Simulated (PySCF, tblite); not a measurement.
# C5H9OP: geometry, infrared bands and NMR shifts

Wanted: the infrared bands and NMR shifts of C5H9OP (`COC1=C(C)P1C`), by calculation.

The runs use tblite 0.8.0 and PySCF 2.14.0, with density-fitted response routines of our own; the level of theory stands in each step. All values are computed, except where a source is named. Atoms count from 0, in the outputs and in this text.

**1. The molecule as given**

16 atoms, charge 0, multiplicity 1; geometry from: force field or distance geometry start.

Bonds of the start (Å): C0–O1 1.44, O1–C2 1.37, C2–C3 1.35, C3–C4 1.50, C3–P5 1.85, P5–C6 1.85, P5–C2 1.84, C0–H7 1.12, C0–H8 1.10, C0–H9 1.10, C4–H10 1.12, C4–H11 1.10, C4–H12 1.09, C6–H13 1.12, C6–H14 1.11, C6–H15 1.14.

**2. Geometry optimisation with GFN2-xTB**

Job settings and geometry (Å):

```
{"job": {"kind": "relax", "xc": "GFN2-xTB", "basis": "xTB"}, "charge": 0, "multiplicity": 1}
C      2.833900    -0.038900    -0.006500
O      1.666500     0.288700     0.762500
C      0.464000     0.171400     0.110000
C     -0.646300     0.849000    -0.253500
C     -1.439800     2.121800    -0.228500
P     -0.698300    -0.899000    -0.841800
C     -1.526800    -2.163400     0.223200
H      3.754900     0.085700     0.615400
H      2.826400     0.673500    -0.846200
H      2.805700    -1.071000    -0.394900
H     -1.836300     2.271600    -1.262100
H     -2.248900     1.999900     0.507500
H     -0.828700     2.962100     0.095800
H     -2.092400    -2.852500    -0.447600
H     -0.778200    -2.716200     0.820200
H     -2.263200    -1.673800     0.937700
```

Run with:

```bash
> OMP_NUM_THREADS=1 python probes_run.py task.json out
```

One launch serves the whole session: the jobs run in the order shown.

**Question.** This job is followed by: GFN2-xTB harmonic vibrations, gas phase; GIAO PBE0/pcSseg-1 NMR shielding, non-relativistic, gas phase. Predict these results of the whole session: strongest single infrared mode (GFN2-xTB); zero-point energy (GFN2-xTB); 13C shifts against TMS (PBE0/pcSseg-1); 1H shifts against TMS (PBE0/pcSseg-1, means over atoms taken as alike); 17O shifts against H2O (PBE0/pcSseg-1); 31P shifts against H3PO4 (PBE0/pcSseg-1).

**Answer**, as computed:

| quantity | value |
| --- | --- |
| strongest single infrared mode (GFN2-xTB) | 1223 cm⁻¹, 339 km/mol |
| zero-point energy (GFN2-xTB) | 78.7 kcal/mol |
| 13C shifts against TMS (PBE0/pcSseg-1) | 155.3, 92.4, 62.1, 28.0, 12.6 ppm |
| 1H shifts against TMS (PBE0/pcSseg-1, means over atoms taken as alike) | 3.97, 2.26, 0.83 ppm |
| 17O shifts against H2O (PBE0/pcSseg-1) | 82.9 ppm |
| 31P shifts against H3PO4 (PBE0/pcSseg-1) | -164.2 ppm |

In words: Relaxing lowered the energy by 0.634 eV in 120 steps; the close pair that moved most is C6–H15, from 1.137 to 1.088 Å. All 42 modes are real, so the xTB geometry is a minimum. The strongest single mode, at 1223 cm⁻¹, has its largest shares on C2, O1 and C3 (the list is cut at 3 atoms). GFN2-xTB is a fitted tight-binding method: band positions and strengths are rough. Its intensities can rank the bands wrongly. The most deshielded carbon is C2 (alkene carbon bearing oxygen), at 155.3 ppm: an sp2 carbon further deshielded by the attached heteroatom. H7, H8, H9 (mean) (hydrogen on a methyl carbon bonded to O) lies farthest downfield among hydrogen, at 3.97 ppm; its carbon carries O, which withdraws density. At PBE0/pcSseg-1: The largest span, 641 ppm, is at P5, where the paramagnetic term is -484 ppm.
